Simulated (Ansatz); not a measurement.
## TiSi₂, space group Cmcm: a band structure

Run with Ansatz 0.2.0, Python API.

`bands_tisi2.py`
```python
# -*- coding: utf-8 -*-
"""Band structure of TiSi2."""

from pathlib import Path
import warnings

import ansatz
import numpy as np
from pymatgen.core import Lattice, Structure
from pymatgen.io.ase import AseAtomsAdaptor

warnings.simplefilter("ignore", ansatz.DeckWarning)

pmg_structure = Structure(
    Lattice([(1.765105, -6.759282, 0.0), (1.765105, 6.759282, 0.0), (0.0, 0.0, 3.565174)]),
    ["Ti", "Ti", "Si", "Si", "Si", "Si"],
    [
        (0.896882, 0.103118, 0.75),
        (0.103118, 0.896882, 0.25),
        (0.558251, 0.441749, 0.75),
        (0.441749, 0.558251, 0.25),
        (0.249685, 0.750315, 0.75),
        (0.750315, 0.249685, 0.25),
    ],
)
tisi2 = ansatz.Crystal.from_ase(AseAtomsAdaptor.get_atoms(pmg_structure))

# vertices of the path, as fractions of the reciprocal vectors
path = [
    ("G", (0.0, 0.0, 0.0)),
    ("S", (0.0, 0.5, 0.0)),
    ("R", (0.0, 0.5, 0.5)),
    ("Z", (0.0, 0.0, 0.5)),
    ("T", (-0.5, 0.5, 0.5)),
]
job = (
    tisi2.calculation()
    .basis(41 * ansatz.Ry)
    .kpoints(spacing=0.26)
    .occupations("fermi_dirac")
    .functional("pbe")
    .pseudopotentials("paw")
    .band_structure([point for _, point in path], intervals=6)
    .scf(extra_bands=8)
    .forces()
    .density()
    .potential()
    .electron_localization_function()
    .output_files(volumetric_format="npy")
)
done = job.run()
data = done.report

print("%-22s %14.5f eV" % ("F = E - TS", data["free_energy_ev"]))
print("%-22s %14.5f eV" % ("E", data["internal_energy_ev"]))
print("%-22s %14.5f eV" % ("Harris-Foulkes", data["harris_foulkes_ev"]))
print("%-22s %14.5f eV" % ("Fermi level", data["fermi_energy_ev"]))

if done.unlabelled_reasons:
    print("not a label:", done.unlabelled_reasons)
else:
    print(done.training_frame().splitlines()[0], "atoms in the frame")

folder = Path(done.write_results("fields"))
print("densities in e/A^3, potentials in eV, ELF without unit")
for name in sorted(p.name for p in folder.glob("*.npy")):
    field = np.load(folder / name)
    print(f"{name:16s} {str(field.shape):16s} min {field.min():10.4f}  mean {field.mean():10.4f}  max {field.max():10.4f}")

bands = done.band_structure()
fermi = bands.fermi_energy_ev
print(f"zero of the bands: {fermi:.3f} eV, the Fermi level found on the SCF mesh")
for spin, channel in enumerate(bands.channels):
    print("channel", spin, "- computed levels within 6 eV of the Fermi level")
    for i, (label, _) in enumerate(path):
        levels = channel.eigenvalues_ev[i * 6] - fermi
        print(f"  {label:3s}", " ".join(f"{e:7.3f}" for e in levels if abs(e) < 6))
```

```console
$ python bands_tisi2.py
F = E - TS                -7545.98830 eV
E                         -7545.93485 eV
Harris-Foulkes            -7545.98830 eV
Fermi level                  12.96048 eV
6 atoms in the frame
densities in e/A^3, potentials in eV, ELF without unit
elf.npy          (54, 54, 30)     min     0.0103  mean     0.4511  max     0.7974
rho.npy          (54, 54, 30)     min     0.0529  mean     0.4702  max    10.1621
v_es.npy         (54, 54, 30)     min   -57.7687  mean     3.9556  max    14.9489
v_tot.npy        (54, 54, 30)     min   -79.3947  mean    -7.5415  max     6.9656
zero of the bands: 12.960 eV, the Fermi level found on the SCF mesh
channel 0 - computed levels within 6 eV of the Fermi level
  G    -3.393  -3.088  -2.909  -2.596  -2.536  -2.146  -2.090  -2.068   0.475   0.721   0.829   0.899   1.369   1.390   2.105   2.618   2.940
  S    -4.895  -4.628  -3.272  -2.476  -1.662  -1.464  -0.661  -0.566  -0.535   1.168   1.485   1.670   1.811   1.844   2.486   3.055
  R    -4.058  -4.058  -3.217  -3.217  -2.439  -2.439   1.763   1.763   1.896   1.896   2.530   2.530   2.702   2.702
  Z    -5.504  -5.504  -2.285  -2.285  -1.626  -1.626  -0.033  -0.033   0.844   0.844   1.480   1.480   1.662   1.662   2.887   2.887
  T    -3.588  -3.588  -3.345  -3.345  -2.034  -2.034  -0.870  -0.870   0.480   0.480   1.681   1.681   2.435   2.435   2.608   2.608
```

Caveats:
- Absolute energies stand on the zero of these potentials, so only differences at equal settings mean something. A total without «per atom» is that of the whole cell that was run.
- Spin is left out of this run.
- The computed bands are complete only to about 2.6 eV above the Fermi level.
- The mesh is modest for a metal, so energies can be off by several to tens of meV an atom and pressures by half a GPa or more; differences at equal mesh fare better.
- The zero of the levels is a convention of the potentials, so an absolute Fermi energy is no work function.
- The fields are valence quantities on the plane-wave grid; their values near the nuclei depend on the potentials.
- The structure comes from a database of computed cells and needn't be a stable or known phase.
- Gaps and levels are Kohn-Sham values on a finite set of k-points.
- The whole script took 22 s on 1 thread of Arm Neoverse V2, with other jobs on the host, peak memory 0.66 GiB.
